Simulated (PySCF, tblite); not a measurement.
**C10H20: geometry, infrared bands and NMR shifts**

What infrared bands and NMR shifts should C10H20 (`CC(C)CCC1CCCC1`) show?

Programs: tblite 0.8.0 and PySCF 2.14.0, with density-fitted response routines of our own. Each step states its level of theory. These are calculated values for one molecule in the gas phase, unless marked as measured. Atoms count from 0, in the outputs and in this text.

### 1 The starting structure

30 atoms, charge 0, multiplicity 1; geometry from: force field or distance geometry start.

Bonds of the start (Å): C0–C1 1.50, C1–C2 1.54, C1–C3 1.53, C3–C4 1.50, C4–C5 1.49, C5–C6 1.51, C6–C7 1.52, C7–C8 1.51, C8–C9 1.51, C9–C5 1.53, C0–H10 1.12, C0–H11 1.11, C0–H12 1.10, C1–H13 1.10, C2–H14 1.10, C2–H15 1.14, C2–H16 1.10, C3–H17 1.10, C3–H18 1.10, C4–H19 1.11, C4–H20 1.12, C5–H21 1.10, C6–H22 1.11, C6–H23 1.10, C7–H24 1.11, C7–H25 1.11, C8–H26 1.11, C8–H27 1.11, C9–H28 1.10, C9–H29 1.11.

### 2 Optimising the geometry with GFN2-xTB

The job: settings as JSON, then the geometry in Å.

```
{"job": {"kind": "relax", "xc": "GFN2-xTB", "basis": "xTB"}, "charge": 0, "multiplicity": 1}
C      3.543700     1.312200    -0.257200
C      2.460100     0.275600    -0.360800
C      2.952600    -0.983200     0.367800
C      1.124600     0.743400     0.207900
C      0.177100    -0.412900     0.053700
C     -1.215900    -0.181200     0.534800
C     -1.943400     0.963100    -0.123100
C     -3.409800     0.551600    -0.149300
C     -3.432700    -0.834600     0.458800
C     -2.077200    -1.358400     0.066100
H      4.230100     0.980300     0.559200
H      4.148800     1.224100    -1.189400
H      3.191100     2.337200    -0.059600
H      2.269900    -0.034500    -1.397700
H      4.046800    -1.018900     0.461200
H      2.509300    -0.972500     1.416200
H      2.629600    -1.892500    -0.168800
H      1.308600     1.003600     1.264600
H      0.761000     1.601600    -0.370900
H      0.162900    -0.819600    -0.981500
H      0.605000    -1.249500     0.664400
H     -1.296200    -0.037900     1.627000
H     -1.882600     1.915900     0.435600
H     -1.617900     1.108000    -1.166600
H     -3.991400     1.288900     0.445900
H     -3.808800     0.460500    -1.176900
H     -4.240900    -1.480400     0.054800
H     -3.445700    -0.804100     1.568900
H     -1.795800    -2.303500     0.542300
H     -1.980800    -1.353900    -1.035500
```

Command:

```sh
OMP_NUM_THREADS=1 python probes_run.py task.json out
```

One launch serves the whole session: the jobs run in the order shown.

**Question.** This job is followed by: GFN2-xTB harmonic vibrations, gas phase; PBE0-D3(BJ)/def2-SVP geometry optimisation, gas phase; GIAO PBE0/pcSseg-1 NMR shielding, non-relativistic, gas phase; GIAO wB97X-D/pcSseg-1 NMR shielding, non-relativistic, gas phase. Predict these results of the whole session: strongest single infrared mode (GFN2-xTB); zero-point energy (GFN2-xTB); point group; rotational constants (main isotopes); ¹³C shifts against TMS (PBE0/pcSseg-1, means over atoms taken as alike); ¹H shifts against TMS (PBE0/pcSseg-1, means over atoms taken as alike); surface potential, 1st and 99th percentile; range of the shift of C1.

As calculated:

```
                                                               quantity                                                     value
                              strongest single infrared mode (GFN2-xTB)                                     2997 cm⁻¹, 130 km/mol
                                           zero-point energy (GFN2-xTB)                                            175.4 kcal/mol
                                                            point group                                                        C1
                                   rotational constants (main isotopes)                                      3.33, 0.51, 0.46 GHz
¹³C shifts against TMS (PBE0/pcSseg-1, means over atoms taken as alike)              43.6, 40.8, 37.2, 35.0, 31.1, 27.5, 24.2 ppm
 ¹H shifts against TMS (PBE0/pcSseg-1, means over atoms taken as alike)  1.67, 1.57, 1.52, 1.36, 1.17, 1.17, 0.97, 0.90, 0.89 ppm
                                  surface potential, 1st and 99th percentile                                        -0.10 V and 0.44 V
                                               range of the shift of C1                                          30.4 to 31.1 ppm
```

Relaxing lowered the energy by 0.923 eV in 96 steps; the close pair that moved most is C2–H15, from 1.138 to 1.088 Å (GFN2-xTB). All 84 modes are real, so the xTB geometry is a minimum. Unscaled tight-binding wavenumbers are off by several per cent, some by more. Its intensities can rank the bands wrongly. The optimisation took 3 steps and gained 0.081 eV; among the close pairs (by a distance rule), C2–H15 changed most, from 1.088 to 1.103 Å (PBE0/def2-SVP). Across the 2 runs the shift of C1 moves most, between 30.4 (wB97X-D/pcSseg-1) and 31.1 ppm (PBE0/pcSseg-1).
